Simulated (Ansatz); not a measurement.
# MoS2: the cost of one run

Program: Ansatz 0.2.0. Level of theory: DFT LDA+D3(BJ), scalar-relativistic, plane waves, PAW. These are calculated values, not measurements.

71 further runs of the same task are left out: 71 set aside as unsound or not needed.

**1. The starting structure**

The structure is hexagonal, space group P6_3/mmc (No. 194). Conventional cell: a = 3.085 Å, b = 3.085 Å, c = 11.487 Å, α = 90.00°, β = 90.00°, γ = 120.00°. Mo (site symmetry -6m2) is surrounded by 6 S at 2.37 Å. S (site symmetry 3m) has 3 Mo at 2.37 Å as nearest neighbours.

Structure file:

```cif
data_structure
_symmetry_space_group_name_H-M 'P 1'
_symmetry_Int_Tables_number 1
_cell_length_a 3.0849
_cell_length_b 3.0849
_cell_length_c 11.4874
_cell_angle_alpha 90.000
_cell_angle_beta 90.000
_cell_angle_gamma 120.000
_cell_volume 94.67
loop_
_atom_site_label
_atom_site_type_symbol
_atom_site_fract_x
_atom_site_fract_y
_atom_site_fract_z
_atom_site_occupancy
Mo1 Mo 0.66667 0.33333 0.24992 1
Mo2 Mo 0.33333 0.66667 0.75008 1
S1 S 0.33333 0.66667 0.38561 1
S2 S 0.66667 0.33333 0.88577 1
S3 S 0.33333 0.66667 0.11423 1
S4 S 0.66667 0.33333 0.61439 1
```

It goes back to an entry of the Materials Project, which need not be the stable form.

It is the result of an earlier relaxation at this level (volume 15.78 Å³/atom; gap on the mesh: 0.42 eV).

**2. What is varied**

The energy is mapped over the lattice constants a and c of the conventional cell.

First coordinate, lattice constant a (and b): 11 values from 2.931 to 3.239 Å. Second coordinate, lattice constant c: 11 values from 10.454 to 12.521 Å.

Nothing else is relaxed (fractional coordinates fixed). Energies count from the relaxed crystal. Points are written as (first, second).

**3. The run at (3.239 Å, 10.454 Å)**

input.yaml reads:

```yaml
crystal:
  lattice:
    - [3.2391, 0.0, 0.0]
    - [-1.61955, 2.8051428854, 0.0]
    - [0.0, 0.0, 10.4535]
  atoms:
    - { symbol: Mo, position: [0.6666666667, 0.3333333333, 0.2499200407] }
    - { symbol: Mo, position: [0.3333333333, 0.6666666667, 0.7500799593] }
    - { symbol: S, position: [0.3333333333, 0.6666666667, 0.3856050829] }
    - { symbol: S, position: [0.6666666667, 0.3333333333, 0.8857676408] }
    - { symbol: S, position: [0.3333333333, 0.6666666667, 0.1142323592] }
    - { symbol: S, position: [0.6666666667, 0.3333333333, 0.6143949171] }
basis:
  ecutwfc: 420
kpoints:
  mp_grid: { grid: [12, 12, 4] }
hamiltonian:
  xc: lda
  pseudopotentials: { kind: paw, azcp: { folder: soft_1 } }
  dispersion: d3bj
scf:
  occupations: { method: gaussian, width: 0.05 }
output:
  forces: true
  stress: true
  eigenvalues: true
```

Command:

```console
$ ansatz run input.yaml --threads 4 --pin off --max-ram 8192MiB --backend cpu --events-out ev --progress --plain --runs-dir out
```

What time and memory should one allow on 4 threads of Arm Neoverse N1, shared host?

About 5.9 s, with a peak of 0.46 GiB.
